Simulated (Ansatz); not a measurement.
**CH₃GeN: one species, many methods**

How much do the methods differ for CH₃GeN? The plan is to run it at one geometry with functionals of several rungs and with coupled cluster, and see how far each lands from CCSD(T) at the basis-set limit for the atomisation energy.

Program: Ansatz 0.2.0, Gaussian basis. Level of theory: functionals in def2-TZVPP, the program's frozen cores in correlated methods. These are calculated values, not measurements.

The runs, in order: LDA (SPW92), PBE-D4, revPBE-D4, BLYP-D4, r2SCAN-D4, B97M-V, PBE0-D4, B3LYP-D4, r2SCANh-D4, r2SCAN0-D4, HSE06-D4, BHLYP-D4, CAM-B3LYP-D4, LC-ωPBE, ωB97X-V, ωB97M-V, B2PLYP, PBE-QIDH; CCSD(T)/def2-SVP; CCSD(T)/def2-TZVPP; MP2/def2-QZVPP; extrapolation to the limit; RPA on PBE.

### Step 1. The geometry

All runs share one geometry, relaxed beforehand with PBE0-D4 in a triple-zeta def2 set.

6 atoms, charge 0, spin multiplicity 1.

Atoms are counted from 1 here; the program's logs count them from 0.

Bond lengths: N1–C2 1.151 Å, C2–Ge3 1.924 Å, Ge3–H4 1.528 Å, Ge3–H5 1.528 Å, Ge3–H6 1.528 Å. Angles: N1–C2–Ge3 180.0°, C2–Ge3–H4 106.9°, C2–Ge3–H5 106.9°, C2–Ge3–H6 106.9°, H4–Ge3–H5 111.9°, H4–Ge3–H6 111.9°, H5–Ge3–H6 111.9°.

### Step 2. LDA

This LDA is Slater exchange with PW92 correlation.

Contents of in.yaml:

```yaml
crystal:
  periodic: [false, false, false]
  atoms:
    - {symbol: N, position_ang: [0.584941, -2.257350, 0.822337]}
    - {symbol: C, position_ang: [0.314704, -1.207572, 0.434557]}
    - {symbol: Ge, position_ang: [-0.136426, 0.546826, -0.213650]}
    - {symbol: H, position_ang: [-1.455940, 0.413656, -0.972715]}
    - {symbol: H, position_ang: [1.005679, 0.989218, -1.127386]}
    - {symbol: H, position_ang: [-0.270958, 1.451123, 1.010758]}
basis:
  gaussian: {orbitals: def2-TZVPP}
hamiltonian: {xc: lda}
output: {orbitals: {seedname: orbitals}}
```

On the command line:

```console
ansatz run in.yaml --threads 4 --pin off --events-out ev --progress --plain --max-ram 10444MiB
```

The runs that follow: PBE-D4 (GGA); revPBE-D4 (GGA); BLYP-D4 (GGA); r2SCAN-D4 (meta-GGA); B97M-V (meta-GGA); B3LYP-D4 (hybrid); r2SCANh-D4 (hybrid); r2SCAN0-D4 (hybrid); HSE06-D4 (hybrid); BHLYP-D4 (hybrid); CAM-B3LYP-D4 (range-separated); LC-ωPBE (range-separated); ωB97X-V (range-separated); ωB97M-V (range-separated); B2PLYP (double hybrid); PBE-QIDH (double hybrid); CCSD(T) in def2-SVP; CCSD(T) in def2-TZVPP; MP2 in def2-QZVPP; RPA on PBE orbitals.

Q: Predict the results of all the runs planned. Wanted: atomisation energy, CCSD(T)/CBS; farthest beyond LDA; mean size of error, GGA; mean size of error, meta-GGA; mean size of error, hybrid; mean size of error, range-separated; mean size of error, double hybrid; gap, smallest and largest; T1 diagnostic.

As calculated:

| quantity | value |
| --- | --- |
| atomisation energy, CCSD(T)/CBS | 501.7 kcal/mol |
| functionals within 5.0 kcal/mol (1.0 %) | revPBE-D4, BLYP-D4, r2SCAN-D4, B97M-V, B3LYP-D4, HSE06-D4, CAM-B3LYP-D4, ωB97X-V, ωB97M-V, B2PLYP |
| farthest beyond LDA | BHLYP-D4 (-21.6 kcal/mol) |
| mean size of error, GGA | 5.1 kcal/mol |
| mean size of error, meta-GGA | 3.0 kcal/mol |
| mean size of error, hybrid | 9.9 kcal/mol |
| mean size of error, range-separated | 2.2 kcal/mol |
| mean size of error, double hybrid | 5.6 kcal/mol |
| gap, smallest and largest | 7.09 eV (LDA (SPW92)), 14.65 eV (LC-ωPBE) |
| T1 diagnostic | 0.0129 |
| triples share of the correlation energy | 4.3 % |

In words: LDA overbinds by 71.2 kcal/mol (14 %). PBE-D4 is off by +9.2 kcal/mol. Double hybrids carry the basis error of their MP2 part in triple zeta, and no dispersion term here, so their miss is partly the set-up's. The rungs range-separated, meta-GGA miss on average by less than the doubt on the reference (5.0 kcal/mol), so they tie. The reference freezes the cores and leaves out relativity and excitations past (T), and its outer-core shells are covered unevenly, so misses under about 5.0 kcal/mol can't be ranked. Hartree-Fock recovers 68 % of the binding; the rest is correlation. CCSD(T) in def2-SVP is off by -30.2 kcal/mol, more than most functionals: a good method in a small basis is no reference. The gap grows from 7.1 to 14.7 eV across the functionals, mostly with the share of exact exchange. Correlated methods include outer-core shells of Ge, which these sets cover unevenly.
